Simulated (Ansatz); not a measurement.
# GaH6N: the cost of one run

All numbers below are computed with Ansatz 0.2.0 (RKS BLYP-D4/def2-SVP).

### Step 1. Starting point

Bond lengths: Ga1–N2 2.280 Å, N2–H3 1.060 Å, N2–H4 1.060 Å, Ga1–H5 1.570 Å, Ga1–H6 1.570 Å. Angles: Ga1–N2–H3 120.0°, Ga1–N2–H4 120.0°, H3–N2–H4 120.0°, N2–Ga1–H5 120.0°, N2–Ga1–H6 120.0°, H5–Ga1–H6 120.0°.

Structure file:

```xyz
8

Ga    0.0000    0.0000    0.0000
N     0.0000    0.0000    2.2800
H    -0.8770   -0.2713    2.8100
H     0.8770    0.2713    2.8100
H     1.3596    0.0000   -0.7850
H    -1.3596    0.0000   -0.7850
H    -0.2339    1.7591    0.5897
H    -0.1834    1.3794    1.5756
```

### Step 2. A restrained relaxation towards end A

Springs on the bonds that form and break draw the guess towards this end; the thresholds are loose.

File input.yaml:

```yaml
crystal:
  periodic: [false, false, false]
  atoms:
    - { symbol: Ga, position_ang: [0.0, 0.0, 0.0] }
    - { symbol: "N", position_ang: [0.0, 0.0, 2.28] }
    - { symbol: H, position_ang: [-0.877, -0.2713, 2.81] }
    - { symbol: H, position_ang: [0.877, 0.2713, 2.81] }
    - { symbol: H, position_ang: [1.3596, 0.0, -0.785] }
    - { symbol: H, position_ang: [-1.3596, 0.0, -0.785] }
    - { symbol: H, position_ang: [-0.2339, 1.7591, 0.5897] }
    - { symbol: H, position_ang: [-0.1834, 1.3794, 1.5756] }
basis:
  gaussian: { orbitals: def2-SVP }
hamiltonian:
  xc: blyp
  dispersion: d4
relax:
  f_tol: 0.15
  max_steps: 25
  restrain:
    - { distance: [0, 6], at: 2.77, k: 30.0 }
    - { distance: [7, 1], at: 2.26, k: 30.0 }
    - { distance: [0, 1], at: 1.93, k: 30.0 }
    - { distance: [7, 6], at: 0.66, k: 30.0 }
```

Command:

```console
> ansatz run input.yaml --threads 1 --pin off --max-ram 2048MiB --backend cpu --events-out ev --progress --plain --runs-dir out
```

**Question.** How long does this run take on 1 thread of Arm Neoverse V1, shared host, and how much memory does it need?

About 25 s, with a peak of 0.14 GiB.
